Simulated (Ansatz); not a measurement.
# YAl3N4: the cost of one run

Computed with Ansatz 0.2.0 (DFT PBE, scalar-relativistic, plane waves, PAW, unless a step's input says otherwise).

**1. Starting point**

It takes space group I4/mmm (No. 139, tetragonal). Conventional cell: a = 4.817 Å, b = 4.817 Å, c = 9.633 Å, α = 90.00°, β = 90.00°, γ = 90.00°. Y (site symmetry 4/mmm) is surrounded by 6 N at 2.41 Å. Al (site symmetry 4/mmm) is surrounded by 6 N at 2.41 Å. Al (site symmetry -4m2) is surrounded by 6 N at 2.41 Å. N (site symmetry 4mm) has 1 Y at 2.41 Å and 5 Al at 2.41 Å as nearest neighbours. N (site symmetry mmm) has 2 Y at 2.41 Å and 4 Al at 2.41 Å as nearest neighbours.

Structure file:

```
CELL_PARAMETERS angstrom
-2.40834 2.40834 4.81668
2.40834 -2.40834 4.81668
2.40834 2.40834 -4.81668
ATOMIC_POSITIONS crystal
Y 0.50000 0.50000 0.00000
Al 0.00000 0.00000 0.00000
Al 0.75000 0.25000 0.50000
Al 0.25000 0.75000 0.50000
N 0.75000 0.75000 0.00000
N 0.25000 0.25000 0.00000
N 0.50000 0.00000 0.50000
N 0.00000 0.50000 0.50000
```

The start is an ordering of an alloy on its end members' structure types: elements ordered on the sites of the AlN type, Al/Y on Al (I4/mmm, No. 139).

**2. A first look at the guess**

input.yaml

```yaml
crystal:
  lattice:
    - [-2.4083401, 2.4083401, 4.8166802]
    - [2.4083401, -2.4083401, 4.8166802]
    - [2.4083401, 2.4083401, -4.8166802]
  atoms:
    - { symbol: "Y", position: [0.5, 0.5, 0.0] }
    - { symbol: Al, position: [0.0, 0.0, 0.0] }
    - { symbol: Al, position: [0.75, 0.25, 0.5] }
    - { symbol: Al, position: [0.25, 0.75, 0.5] }
    - { symbol: "N", position: [0.75, 0.75, 0.0] }
    - { symbol: "N", position: [0.25, 0.25, 0.0] }
    - { symbol: "N", position: [0.5, 0.0, 0.5] }
    - { symbol: "N", position: [0.0, 0.5, 0.5] }
basis:
  ecutwfc: 420
kpoints:
  mp_grid: { grid: [6, 6, 6] }
hamiltonian:
  xc: pbe
scf:
  occupations: { method: gaussian, width: 0.1 }
  lower_state_search: "off"
output:
  forces: true
  stress: true
  eigenvalues: true
```

The run is started by

```console
$ ansatz run input.yaml --threads 1 --pin off --max-ram 2560MiB --backend cpu --events-out ev --progress --plain --runs-dir out
```

Q: Estimate wall time and peak memory on 1 thread of AMD EPYC 9R45 (Zen 5), shared host.

About 2.7 s, with a peak of 0.44 GiB.
